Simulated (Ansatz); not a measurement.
# CrB4: further runs on the relaxed cell

The task here is to estimate one member of a computed series from the others.

Computed with Ansatz 0.2.0 (DFT r2SCAN, scalar-relativistic, plane waves, PAW, unless a step's input says otherwise).

1 further run of the same task is left out (set aside as unsound or not needed). Runs told in other sessions of the task aren't counted.

### The starting structure

It takes space group Immm (No. 71, orthorhombic). The conventional cell has a = 2.849 Å, b = 4.732 Å, c = 5.460 Å, α = 90.00°, β = 90.00°, γ = 90.00°. Around Cr (site symmetry mmm) lie 12 B at 2.09 to 2.20 Å. B (site symmetry m) is surrounded by 4 B at 1.72 to 1.85 Å and 3 Cr at 2.09 to 2.20 Å.

Structure file:

```
CELL_PARAMETERS angstrom
-1.42441 2.36587 2.73025
1.42441 -2.36587 2.73025
1.42441 2.36587 -2.73025
ATOMIC_POSITIONS crystal
Cr 0.00000 0.00000 0.00000
B 0.85381 0.65782 0.19600
B 0.14619 0.34218 0.80400
B 0.53818 0.34218 0.19600
B 0.46182 0.65782 0.80400
```

It is the result of an earlier relaxation at this level (volume 7.36 Å³/atom; gap on the mesh: none (metal)).

The first run:

input.yaml

```yaml
crystal:
  lattice:
    - [-1.4100194658, 2.3419741534, 2.7026685221]
    - [1.4100194658, -2.3419741534, 2.7026685221]
    - [1.4100194658, 2.3419741534, -2.7026685221]
  atoms:
    - { symbol: Cr, position: [0.0, 0.0, 0.0] }
    - { symbol: B, position: [0.8538148616, 0.6578154331, 0.1959994285] }
    - { symbol: B, position: [0.1461851384, 0.3421845669, 0.8040005715] }
    - { symbol: B, position: [0.5381839953, 0.3421845669, 0.1959994285] }
    - { symbol: B, position: [0.4618160047, 0.6578154331, 0.8040005715] }
basis:
  ecutwfc: 500
kpoints:
  mp_grid: { grid: [14, 14, 14] }
hamiltonian:
  xc: r2scan
scf:
  occupations: { method: gaussian, width: 0.1 }
output:
  forces: true
  stress: true
  eigenvalues: true
relax:
  adjacent_minimum: "off"
  f_tol: 0.01
  max_steps: 30
  cell: { stress_tol: 0.1, fix: [volume] }
```

Started as:

```console
> ansatz run input.yaml --threads 1 --pin off --max-ram 2560MiB --backend cpu --events-out ev --progress --plain --runs-dir out
```

Among the steps run: The cell scaled to 0.97 of its volume; Point at V/V0 = 1.03; The cell scaled to 0.94 of its volume; Point at V/V0 = 1.06; Volume × 0.91; Volume × 1.10; The cell scaled to 0.88 of its volume.

One of the session's tables, all rows but one given; the rest of the session is left out.

It belongs to the step «Fit of the equation of state». 

| volume (Å³/atom) | energy above the lowest point (meV/atom) | pressure (GPa) |
| --- | --- | --- |
| 6.477 | 113.0 | 45.51 |
| 6.698 | 60.2 | 31.49 |
| 6.919 | ? | ? |
| 7.140 | 6.0 | 8.99 |
| 7.361 | 0.0 | 0.00 |
| 7.582 | 5.5 | -7.77 |
| 7.802 | 21.0 | -14.48 |
| 8.097 | 54.8 | -22.03 |

**Question.** Estimate the row for volume (Å³/atom) = 6.919.

Worked estimate for «energy above the lowest point (meV/atom)». A straight line through the neighbours (6.698, 60.2) and (7.140, 6.0) gives 60.2 + (6.0 − 60.2) × (6.919 − 6.698) / (7.140 − 6.698) = 33.1; a parabola fitted to 4 rows on both sides gives 25.3.

The run gave: energy above the lowest point (meV/atom): 25.4; pressure (GPa): 19.41. In «energy above the lowest point (meV/atom)» the line misses by +7.7 and the parabola by -0.1.

Caveats from the session: The final runs have no spin polarisation, so a magnetic state may lie lower.
